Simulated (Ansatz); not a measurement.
# RASSCF(6,6)/def2-SV(P) (density fitting with def2-universal-jkfit, accuracy low, max holes 1, max particles 2, ras orbitals (2, 2, 2)) run of CHBClN (SMILES N#CBCl)

Aim: the energy change on altering one bond length of CHBClN at RASSCF(6,6)/def2-SV(P) (density fitting with def2-universal-jkfit, accuracy low, max holes 1, max particles 2, ras orbitals (2, 2, 2)), from 2 runs. 

The calculation is run with Ansatz 0.2.0.

5 further runs of the same task are left out: 1 for a known fault of the program, 2 that didn't finish, 2 set aside as unsound or not needed.

## Step 1: The structure to begin with

CHBClN: 5 atoms, total charge 0, spin state singlet. SMILES: `N#CBCl`. The shape is that of a PBE0-D4/def2-TZVP optimisation.

Bond lengths: N1–C2 1.152 Å, C2–B3 1.528 Å, B3–Cl4 1.723 Å, B3–H5 1.187 Å. Angles: N1–C2–B3 178.6°, C2–B3–Cl4 119.2°, C2–B3–H5 120.7°, Cl4–B3–H5 120.1°.

## Step 2: Energy and gradient at RASSCF(6,6)/def2-SV(P) (density fitting with def2-universal-jkfit, accuracy low, max holes 1, max particles 2, ras orbitals (2, 2, 2))

Input file input.yaml:

```yaml
crystal:
  periodic: [false, false, false]
  atoms:
    - symbol: N
      position_ang: [1.053200, -1.411100, 1.218200]
    - symbol: C
      position_ang: [0.513400, -0.630900, 0.564200]
    - symbol: B
      position_ang: [-0.176600, 0.429700, -0.293300]
    - symbol: Cl
      position_ang: [-1.594500, 0.005200, -1.176200]
    - symbol: H
      position_ang: [0.254400, 1.533500, -0.354200]
basis:
  gaussian:
    orbitals: def2-SV_P_.json
    fitting: {mean_field: def2-universal-jkfit}
total_charge: 0
hamiltonian:
  pseudopotentials: {relativity: none}
correlation:
  active_space: {ras: {orbitals: [2, 2, 2], electrons: 6, max_holes: 1, max_particles: 2}}
  electrons: all
accuracy: low
output: {forces: true, orbitals: {seedname: orbitals}}
```

The basis set def2-SV(P) is read from a file made from the Basis Set Exchange's data (not shown).

The run is started by

```console
ansatz run input.yaml --threads 1 --pin off --max-ram 2610MiB --events-out events.jsonl --progress --plain --runs-dir runs
```

Output:

```text
Warning: RAYON_NUM_THREADS=1 ignored (pool sized by the plan → 1); use --threads N
Functional definition: HF
  name "HF"
  exchange = exact_x
  correlation = 0
373 factors; integrals over basis functions are off by at most 6.2e-2 eV
mean field evaluation 1: about -15695.3420 eV, gradient 2.7e1 eV
mean field evaluation 2: about -15696.4463 eV, gradient 2.3e1 eV
mean field evaluation 4: about -15697.5813 eV, gradient 9.0e-1 eV
mean field -15697.58452320 eV, -576.8755910228 hartree, gradient 7.5e-7 eV, S^2 0.000000; 0 other end points of the search recorded, 0 dependent functions left out
reference -15697.58452320 eV, -576.8755910228 hartree; 18, 18 occupied and 44, 44 virtual orbitals, 373 factors
state -15700.14868424 eV, -576.9698222029 hartree
the calculation of the forces begins
Total energy: -15700.14868424 eV, -576.9698222029 hartree
Atom 0 at     1.053200    -1.411100     1.218200 Å, force     0.577416    -0.855577     0.706763 eV/Å
Atom 1 at     0.513400    -0.630900     0.564200 Å, force    -0.186261     0.389379    -0.266139 eV/Å
Atom 2 at    -0.176600     0.429700    -0.293300 Å, force    -0.029100     0.349477    -0.139549 eV/Å
Atom 3 at    -1.594500     0.005200    -1.176200 Å, force    -0.449440    -0.083885    -0.296802 eV/Å
Atom 4 at     0.254400     1.533500    -0.354200 Å, force     0.087385     0.200605    -0.004274 eV/Å
Dipole moment:    -0.170863     0.411905    -0.262681 e Å
```

Run time: 8.1 s. Hardware: 1 thread of Arm Neoverse V1, shared host; peak memory 0.096 GiB.

## Step 3: The distorted shape

Edit input.yaml of step 2 so:

```diff
@@ -4,3 +4,3 @@
     - symbol: N
-      position_ang: [1.053200, -1.411100, 1.218200]
+      position_ang: [1.107162, -1.489094, 1.283578]
     - symbol: C
```

The basis set def2-SV(P) is read from a file made from the Basis Set Exchange's data (not shown).

The run is started by

```console
ansatz run input.yaml --threads 1 --pin off --max-ram 2610MiB --events-out events.jsonl --progress --plain --runs-dir runs
```

Output (excerpt; [...] marks lines left out):

```text
Warning: RAYON_NUM_THREADS=1 ignored (pool sized by the plan → 1); use --threads N
[... 2 set-up lines as earlier in the session ...]
[...]
373 factors; integrals over basis functions are off by at most 6.5e-2 eV
[...]
mean field -15696.60837775 eV, -576.8397183391 hartree, gradient 1.7e-6 eV, S^2 0.000000; 0 other end points of the search recorded, 0 dependent functions left out
reference -15696.60837775 eV, -576.8397183391 hartree; 18, 18 occupied and 44, 44 virtual orbitals, 373 factors
state -15699.60517482 eV, -576.9498486002 hartree
[...]
Total energy: -15699.60517482 eV, -576.9498486002 hartree
Atom 0 at     1.107162    -1.489094     1.283578 Å, force    -4.354122     6.281589    -5.271283 eV/Å
Atom 1 at     0.513400    -0.630900     0.564200 Å, force     4.705545    -6.684787     5.661902 eV/Å
Atom 2 at    -0.176600     0.429700    -0.293300 Å, force     0.003429     0.304637    -0.100899 eV/Å
Atom 3 at    -1.594500     0.005200    -1.176200 Å, force    -0.459345    -0.097491    -0.299371 eV/Å
Atom 4 at     0.254400     1.533500    -0.354200 Å, force     0.104493     0.196051     0.009652 eV/Å
Dipole moment:    -0.171710     0.413078    -0.263691 e Å
```

Run time: 8.7 s. Hardware: 1 thread of Arm Neoverse V1, shared host; peak memory 0.096 GiB.

## Step 4: Outcome

Level: RASSCF(6,6)/def2-SV(P) (density fitting with def2-universal-jkfit, accuracy low, max holes 1, max particles 2, ras orbitals (2, 2, 2)).

```
                                                         quantity          value
                                        first shape: total energy  -576.96982 Eh
                  first shape: dipole moment (correlated density)         2.49 D
                            first shape: largest force on an atom     1.251 eV/Å
                                    distorted shape: total energy  -576.94985 Eh
              distorted shape: dipole moment (correlated density)         2.49 D
                        distorted shape: largest force on an atom     9.944 eV/Å
energy change with the N1–C2 bond stretched from 1.152 to 1.267 Å       0.544 eV
```

With the N1–C2 bond stretched from 1.152 to 1.267 Å the energy rises by 0.54 eV (52.4 kJ/mol). The first shape isn't relaxed at this level, so the change isn't measured from a minimum. The largest force (first shape) is 1.25 eV/Å: the shape isn't a stationary point for this species at this level. Mulliken charges (first shape) run from -0.10 on Cl4 to +0.22 on B3. The accuracy setting (first shape) is loose, so the last digits carry no meaning. The accuracy setting (distorted shape) is loose, so the last digits carry no meaning.
